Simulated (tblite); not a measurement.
# C3H15GeNSi2: the cost of one run

The runs use tblite 0.8.0 and PySCF 2.14.0, with density-fitted response routines of our own; the level of theory stands in each step. All values are computed, except where a source is named. Atoms are numbered from 0 throughout.

## 1. The starting structure

22 atoms, charge 0, multiplicity 1; geometry from: force field or distance geometry start.

Bonds of the start (Å): C0–C1 1.48, C1–N2 1.39, N2–Si3 1.74, N2–Ge4 1.80, Ge4–C5 1.97, Ge4–Si6 2.33, C0–H7 1.13, C0–H8 1.13, C0–H9 1.09, C1–H10 1.12, C1–H11 1.14, Si3–H12 1.48, Si3–H13 1.48, Si3–H14 1.49, Ge4–H15 1.52, C5–H16 1.12, C5–H17 1.12, C5–H18 1.09, Si6–H19 1.46, Si6–H20 1.46, Si6–H21 1.47.

## 2. Relaxing the molecule with GFN2-xTB

The job: settings as JSON, then the geometry in Å.

```
{"job": {"kind": "relax", "xc": "GFN2-xTB", "basis": "xTB"}, "charge": 0, "multiplicity": 1}
C      2.341300     1.080800    -0.728000
C      1.742100     0.689300     0.567700
N      0.549400    -0.032700     0.586100
Si    -0.130300    -0.479900     2.120100
Ge    -0.572900     0.000500    -0.826200
C     -2.168900     1.041100    -0.335400
Si    -1.182200    -2.191800    -1.315500
H      3.440900     0.844900    -0.759700
H      2.278700     2.204700    -0.773900
H      1.900800     0.631600    -1.615600
H      1.642100     1.580500     1.241800
H      2.515600     0.034800     1.088900
H     -0.710900    -1.843400     2.146600
H      0.844600    -0.394600     3.233700
H     -1.222300     0.473800     2.464400
H     -0.071600     0.622300    -2.123600
H     -1.783400     1.905800     0.253600
H     -2.642100     1.447800    -1.266500
H     -2.892100     0.418100     0.191400
H      0.017200    -2.984100    -1.580000
H     -2.094000    -2.259600    -2.450300
H     -1.812400    -2.770400    -0.120200
```

Launch:

```sh
OMP_NUM_THREADS=1 python probes_run.py task.json out
```

The driver reads the jobs from task.json and runs them one after another.

Q: Estimate the wall time of this first job on 1 thread of Arm Neoverse N1, shared host.

About 4.9 s.
